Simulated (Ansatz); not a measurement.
# HfN: the cost of one run

Program: Ansatz 0.2.0 through its Python package. The levels of theory stand in the script. These are calculated values, not measurements.

## Step 1: The system

It takes space group F-43m (No. 216, cubic). The conventional cell has a = 4.910 Å, b = 4.910 Å, c = 4.910 Å, α = 90.00°, β = 90.00°, γ = 90.00°. Around Hf (site symmetry -43m) lie 4 N at 2.13 Å. N (site symmetry -43m) is surrounded by 4 Hf at 2.13 Å.

The script holds or builds the structure itself.

## Step 2: The code

hfn.py reads:

```python
"""Relaxed cell of HfN under several functionals."""

import ansatz as az
import numpy as np

def edges_and_angles(cell):
    cell = np.asarray(cell)
    a, b, c = np.linalg.norm(cell, axis=1)
    cosines = cell[1] @ cell[2] / (b * c), cell[0] @ cell[2] / (a * c), cell[0] @ cell[1] / (a * b)
    return (a, b, c, *np.degrees(np.arccos(cosines)))

system = (
    az.Lattice.fcc(4.909644)
    .space_group(216)
    .atom("Hf", (0.0, 0.0, 0.0))
    .atom("N", (0.25, 0.25, 0.25))
    .primitive()
)

calculation = (
    system.calculation()
    .kpoints(length=29)
    .occupations(az.OccupationsMethod.FERMI_DIRAC, width=0.15)
    .scf(tolerance=1e-09)
    .relax(cell=True, max_steps=60)
)

levels = [("lda", "none"), ("blyp", "d3bj"), ("pbesol", "none")]
print("level            a       b       c    alpha   beta  gamma  V/atom  steps")
for name, dispersion in levels:
    seen = []
    run = calculation.functional(name, dispersion=dispersion).session().plan()
    done = run.execute(on_event=lambda e: seen.append(e) if e["event"] == "relax_step" else None)
    cell = done.lattice.cell_ang
    label = name if dispersion == "none" else f"{name}+{dispersion}"
    print("{:13s} {:7.4f} {:7.4f} {:7.4f} {:6.2f} {:6.2f} {:6.2f}".format(label, *edges_and_angles(cell)), f"{abs(np.linalg.det(cell)) / len(done.lattice.sites):7.3f} {len(seen):5d}")
```

## Step 3: The calls as engine input

The engine receives this input (first run):

```yaml
crystal:
  lattice:
    bravais: fcc
    a: 4.909644
  space_group: 216
  atoms:
    - { symbol: Hf, position: [0.0, 0.0, 0.0] }
    - { symbol: "N", position: [0.25, 0.25, 0.25] }
  reduce_to_primitive: true
kpoints:
  mp_grid:
    grid: [10, 10, 10]
hamiltonian:
  xc: lda
  dispersion: none
scf:
  convergence:
    dr2_threshold: 1.0e-09
  occupations:
    method: fermi_dirac
    width: 0.15
relax:
  max_steps: 60
  cell: {}
```

## Step 4: The run

The run is started by

```bash
$ python hfn.py
```

**Question.** How long does this script take on 1 thread of Arm Neoverse V1, shared host, and how much memory does it need?

About 44 s, with a peak of 0.42 GiB.
